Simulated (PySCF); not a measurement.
**C₃H₈Si₂: electronic excitations and core binding energies**

Wanted: the electronic excitations and core binding energies of C₃H₈Si₂ (`C1=C[SiH2][SiH2]C1`), by calculation.

Programs: PySCF 2.14.0, with density-fitted response routines of our own. Each step states its level of theory. These are calculated values for one molecule in the gas phase, unless marked as measured. Atoms count from 0, in the outputs and in this text.

## (1) Starting geometry

13 atoms, charge 0, multiplicity 1; geometry from: GFN2-xTB.

Bonds of the start (Å): C0–C1 1.33, C1–Si2 1.88, Si2–Si3 2.31, Si3–C4 1.92, C4–C0 1.50, C0–H5 1.09, C1–H6 1.08, Si2–H7 1.47, Si2–H8 1.47, Si3–H9 1.47, Si3–H10 1.47, C4–H11 1.09, C4–H12 1.09.

## (2) TDDFT and polarisability: B3LYP/def2-SVPD

What the job is given:

```
{"job": {"kind": "uv", "xc": "B3LYP", "basis": "def2-SVPD", "nstates": 8, "ntriplets": 3}, "charge": 0, "multiplicity": 1}
C     -0.509677    -1.315309     0.202293
C      0.802536    -1.226853     0.393077
Si     1.641183     0.445149     0.164799
Si    -0.360941     1.451676    -0.375424
C     -1.382855    -0.162397    -0.186116
H     -1.027102    -2.263460     0.324361
H      1.355492    -2.113295     0.672539
H      2.315964     0.854413     1.404045
H      2.682144     0.360051    -0.868488
H     -0.906021     2.470241     0.531219
H     -0.543452     1.974973    -1.735110
H     -2.167798    -0.054969     0.567271
H     -1.903860    -0.419735    -1.112195
```

With the program's defaults for keys left out, this is: TDDFT B3LYP/def2-SVPD, vertical, gas phase, core orbitals frozen in the response.

Started as:

```console
$ OMP_NUM_THREADS=1 python probes_run.py task.json out
```

This one command runs all jobs of the session in turn.

**Question.** This job is followed by: delta-SCF UKS SCAN, pcX-2 on the ionised atom, pcseg-1 elsewhere, spin-free X2C. Predict these results of the whole session: lowest singlet (B3LYP/def2-SVPD); brightest single state of those computed; lowest triplet; C1s binding energies, SCAN/pcX-2; Si1s binding energies, SCAN/pcX-2; Si2p binding energies, SCAN/pcX-2.

As calculated:

| quantity | value |
| --- | --- |
| lowest singlet (B3LYP/def2-SVPD) | 6.06 eV (205 nm), f = 0.002 |
| brightest single state of those computed | state 4, 6.71 eV, f = 0.071 |
| lowest triplet | 4.38 eV |
| C1s binding energies, SCAN/pcX-2 | C0 290.38, C4 290.12, C1 289.56 eV |
| Si1s binding energies, SCAN/pcX-2 | Si3 1845.86, Si2 1845.81 eV |
| Si2p binding energies, SCAN/pcX-2 | Si3 106.40, Si2 106.32 eV |

In words: The first singlet state (HOMO−1→LUMO 0.97) lies at 6.06 eV and is weak; of the 8 states computed, the strongest absorption comes from state 4 at 6.71 eV. The lowest triplet lies 1.68 eV below the lowest singlet (triplets in Tamm-Dancoff, singlets in full TDDFT). C0 (alkene CH) binds its C1s electron 0.83 eV more tightly than C1 (alkene CH). The Si1s levels computed lie within 0.05 eV of one another, too close to rank. The Si2p levels kept as sound span 0.09 eV, from Si2 (silicon bonded to C, Si, 2 H, in a 5-membered ring) up to Si3 (silicon bonded to C, Si, 2 H, in a 5-membered ring).
